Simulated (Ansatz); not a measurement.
This script makes an equation of state with a fit of Ge, space group Imma with the Python package of Ansatz (0.2.0).

`eos_ge.py`
```python
"""Energy against volume for Ge, with a fit."""

import warnings

import ansatz as az
import numpy as np

vectors0 = np.array([
    [-2.4959, 2.65086, 1.43695],
    [2.4959, -2.65086, 1.43695],
    [2.4959, 2.65086, -1.43695],
])
sites = [
    ("Ge", [0.18594, 0.93594, 0.25]),
    ("Ge", [0.81406, 0.06406, 0.75]),
]


def on_lattice(cell):
    crystal = az.Crystal(lattice=az.Lattice.of(cell))
    for symbol, position in sites:
        crystal = crystal.atom(symbol, position)
    return crystal

warnings.simplefilter("ignore", az.DeckWarning)

# scale the volume, keep shape and fractions
volumes, energies = [], []
for scale in np.linspace(0.92, 1.08, 7):
    cell = vectors0 * scale ** (1 / 3)
    job = (
        on_lattice(cell).calculation()
        .functional("lda")
        .occupations("fermi_dirac", width=0.15)
        .basis(41 * az.Ry)
        .kpoints(11, 11, 11)
    )
    r = job.run(threads=1, pin="off").report
    volumes.append(abs(np.linalg.det(cell)) / len(sites))
    energies.append(r["free_energy_ev"] / len(sites))
    print(f"V = {volumes[-1]:8.4f} A^3/atom  F = {energies[-1]:.5f} eV/atom")

# third-order Birch-Murnaghan: a cubic in V^(-2/3)
x = np.array(volumes) ** (-2 / 3)
poly = np.polynomial.Polynomial.fit(x, energies, 3).convert()
roots = poly.deriv().roots()
x0 = min((r.real for r in roots if abs(r.imag) < 1e-9 and poly.deriv(2)(r.real) > 0), key=lambda r: abs(r - x.mean()))
v0 = x0 ** -1.5
b0 = 4 / 9 * poly.deriv(2)(x0) * v0 ** (-7 / 3) * 160.21766
b1 = 4 + 2 / 3 * x0 * poly.deriv(3)(x0) / poly.deriv(2)(x0)
print(f"V0 = {v0:.4f} A^3/atom, B0 = {b0:.1f} GPa, dB/dP = {b1:.2f}")
```

From its runs, with one value withheld:

| V (Å³/atom) | F less the lowest row shown (meV/atom) |
| --- | --- |
| 17.493 | 3.42 |
| 18.000 | 0.00 |
| 18.507 | ? |
| 19.015 | 13.84 |
| 19.522 | 29.14 |
| 20.029 | 48.96 |
| 20.536 | 72.64 |

What is the missing energy at 18.507 Å³ an atom?

A third-order Birch-Murnaghan fit, E = E0 + (9 V0 B0 / 16) [(t - 1)³ B' + (t - 1)² (6 - 4t)] with t = (V0/V)^(2/3), through the 6 rows shown gives V0 = 17.973 Å³, B0 = 81.6 GPa, B' = 4.58 and E0 = -0.01 meV. At V = 18.507 Å³, t = 0.98065, and the fit interpolates to 3.83 meV. The run gave 3.83 meV, a miss of 0.00 meV.

Caveats:
- Shape and fractional positions are held along the curve, so the bulk modulus is an upper value where they are free to relax.
- This isn't the structure that Ge takes at ambient conditions.
- The whole script took 45 s on 1 thread of Intel(R) Xeon(R) Processor @ 2.30GHz (shared host), peak memory 0.64 GiB.
